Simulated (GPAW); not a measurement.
HPbNO4:

```xyz
7
Lattice="4.1992 0.1112 0.1682 1.9160 3.8913 0.1257 1.7609 1.2526 6.3727" Properties=species:S:1:pos:R:3 pbc="T T T"
H     6.1559    3.5396    4.2374
Pb    3.9410    4.7367    5.7714
N     2.1622    1.5295    2.0021
O     6.1170    3.6060    5.2180
O     2.2525    1.0554    0.8130
O     2.1821    0.7481    2.9790
O     2.0545    2.7723    2.1460
```

The cell was built by a generator and needn't be a form met in nature.

Program: GPAW 26.7.0. Alike in all runs: no spin polarisation; cell as given; cutoff (eV) 800; smearing fermi-dirac 0.05 eV.

Task: Order these runs on this cell by their band gap on the k mesh, lowest first.
A. level r2SCAN; potentials or basis GPAW PAW data sets (gpaw-data 1.2.1), pw; k mesh 5 × 5 × 3; ranks 8; band path XGY,LGZ,NGM,RG; band points 60; mesh quality not flagged
B. level GLLB-SC; potentials or basis the program's PAW data sets (release 1.2.1) made for this functional, pw; k mesh 5 × 5 × 3; ranks 8; band path XGY,LGZ,NGM,RG; band points 60; mesh quality not flagged
C. level PBE+D3; potentials or basis GPAW PAW data sets (gpaw-data 1.2.1), pw; k mesh 4 × 4 × 3; mesh quality coarse
D. level PBE; potentials or basis GPAW PAW data sets (gpaw-data 1.2.1), pw; k mesh 7 × 7 × 5; ranks 8; mesh quality not flagged

Result: D (2.81 eV), C (2.97 eV), A (3.20 eV), B (4.60 eV).

Caveats: some runs use coarse meshes; spin-orbit coupling is left out, which as a rule narrows the gap of such compounds by several tenths of an eV; an odd mesh through Γ misses points on the zone boundary, where band edges often lie (some runs); the GLLB-SC gap is the Kohn-Sham gap of the path plus the derivative discontinuity (some runs); a model potential gives levels but no total energy (some runs).

Not every run made on this cell is shown here.
